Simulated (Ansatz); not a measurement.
Working through a geometry optimisation of C2H4AlNO, SMILES N=C1O[CH]1[AlH2]

With the Ansatz DFT code, driven from Python.

The script reads `c2h4alno.xyz`:
```text
9

N     0.60520    2.03370    0.16160
C     0.73290    0.80050    0.06400
O     1.35020   -0.46610    0.51210
C     0.56430   -0.41190   -0.51210
Al   -1.28450   -1.18350   -0.03050
H     1.06600    2.64580    0.87310
H     1.00560   -0.54410   -1.49290
H    -1.48540   -2.73760   -0.06520
H    -2.46580   -0.18310    0.47280
```

At the Python prompt:
```pycon
>>> import itertools
>>> import ansatz as az
>>> from ase.data import atomic_numbers, covalent_radii
>>> import numpy as np
>>> BASIS_SET = 'def2-SVP'
>>> FUNCTIONAL = 'b3lyp'
>>> system = az.Crystal.molecule_from_extxyz('c2h4alno.xyz')
>>> calc = system.calculation().basis(gaussian=BASIS_SET).functional(FUNCTIONAL)
>>> symbols = [site.symbol for site in system.cartesian_sites]
>>> start = np.array([site.position_ang for site in system.cartesian_sites], dtype=float)
>>> summary = calc.relax(force_tolerance=0.01).run().report

>>> end = np.array(summary['positions_ang'])
>>> print('reference energy %16.6f eV' % summary['reference_energy_ev'])
reference energy    -12264.812330 eV
>>> print('total energy     %16.6f eV' % summary['free_energy_ev'])
total energy        -12264.812330 eV
>>> print('occupied orbitals outside the frozen core (up, down):', summary['n_occupied'], ' frozen:', summary['n_frozen'], ' virtual:', summary['n_virtual'])
occupied orbitals outside the frozen core (up, down): [22, 22]  frozen: 0  virtual: [72, 72]
>>> # pairs closer than 1.2 times the sum of covalent radii, before or after
>>> radius = [covalent_radii[atomic_numbers[s]] for s in symbols]
>>> span = lambda where, i, j: np.linalg.norm(where[i] - where[j])
>>> bonded = [(i, j) for i, j in itertools.combinations(range(len(symbols)), 2) if min(span(start, i, j), span(end, i, j)) < 1.2 * (radius[i] + radius[j])]
>>> print('pair        before    after (A)')
pair        before    after (A)
>>> for i, j in bonded:
...     print(f'{symbols[i]}{i}-{symbols[j]}{j}'.ljust(10), f'{span(start, i, j):8.4f} {span(end, i, j):8.4f}')
...
N0-C1        1.2436   1.2534
N0-H5        1.0456   1.0263
C1-O2        1.4786   1.3313
C1-C3        1.3529   1.4516
O2-C3        1.2921   1.5514
C3-Al4       2.0604   1.9767
C3-H6        1.0836   1.1007
Al4-H7       1.5674   1.5821
Al4-H8       1.6278   1.5787
>>> with open('c2h4alno_opt.xyz', 'w') as handle:
...     handle.write(f'{len(symbols)}\nrelaxed C2H4AlNO\n')
...     handle.writelines(f'{s:2s} {x:11.6f} {y:11.6f} {z:11.6f}\n' for s, (x, y, z) in zip(symbols, end))
...
19
```

`c2h4alno_opt.xyz`, as written:
```text
9
relaxed C2H4AlNO
N     0.688899    2.098959   -0.308677
C     0.752995    0.891088    0.020039
O     1.139493    0.083940    1.005742
C     0.494896   -0.506408   -0.275951
Al   -1.317361   -1.261738   -0.046520
H     1.082966    2.701253    0.422964
H     1.261085   -0.981915   -0.907165
H    -1.921856   -2.138700   -1.216382
H    -2.092616   -0.932780    1.288851
```

The settings weren't tested for convergence. The end point is the stationary point reached from this start; no frequency run checks that it is a minimum, and the basis set is modest. b3lyp holds the VWN-RPA fit, as in Gaussian; the form of ORCA and Turbomole is b3lyp5. The whole script took 2.2 min on 1 thread of Arm Neoverse V2, on a shared host, peak memory 0.26 GiB.

(Lines on the test bed's own set-up are left out of the output.)
